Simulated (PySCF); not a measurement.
# C2H5BClP: the cost of one run

The runs use PySCF 2.14.0, with density-fitted response routines of our own; the level of theory stands in each step. All values are computed, except where a source is named. Atoms count from 0, in the outputs and in this text.

## Step 1: The molecule as given

10 atoms, charge 0, multiplicity 1; geometry from: PBE0-D3(BJ)/def2-SVP.

Bonds of the start (Å): C0–C1 1.34, C1–B2 1.55, B2–P3 1.91, B2–Cl4 1.77, C0–H5 1.10, C0–H6 1.09, C1–H7 1.10, P3–H8 1.42, P3–H9 1.42.

## Step 2: Shielding tensors: HF/pcSseg-2

Job settings and geometry (Å):

```
{"job": {"kind": "nmr", "xc": "HF", "basis": "pcSseg-2", "pop": false}, "charge": 0, "multiplicity": 1}
C     -0.078612     1.436593     0.188634
C      1.003503     1.792321    -0.522287
B      2.310957     0.964127    -0.559490
P      2.502208    -0.773801     0.221386
Cl     3.759866     1.735018    -1.210984
H     -0.108773     0.508777     0.771983
H     -0.978568     2.058621     0.233565
H      0.973802     2.743376    -1.068843
H      1.338295    -1.386209    -0.324319
H      3.432729    -1.318091    -0.705534
```

With the program's defaults for keys left out, this is: GIAO HF/pcSseg-2 NMR shielding, non-relativistic, gas phase.

Run with:

```
OMP_NUM_THREADS=1 python probes_run.py task.json out
```

One launch serves the whole session: the jobs run in the order shown.

**Question.** How long does this first job take on 1 thread of Arm Neoverse N1, shared host, and how much memory does it need?

About 33 s, with a peak of 1 GiB.
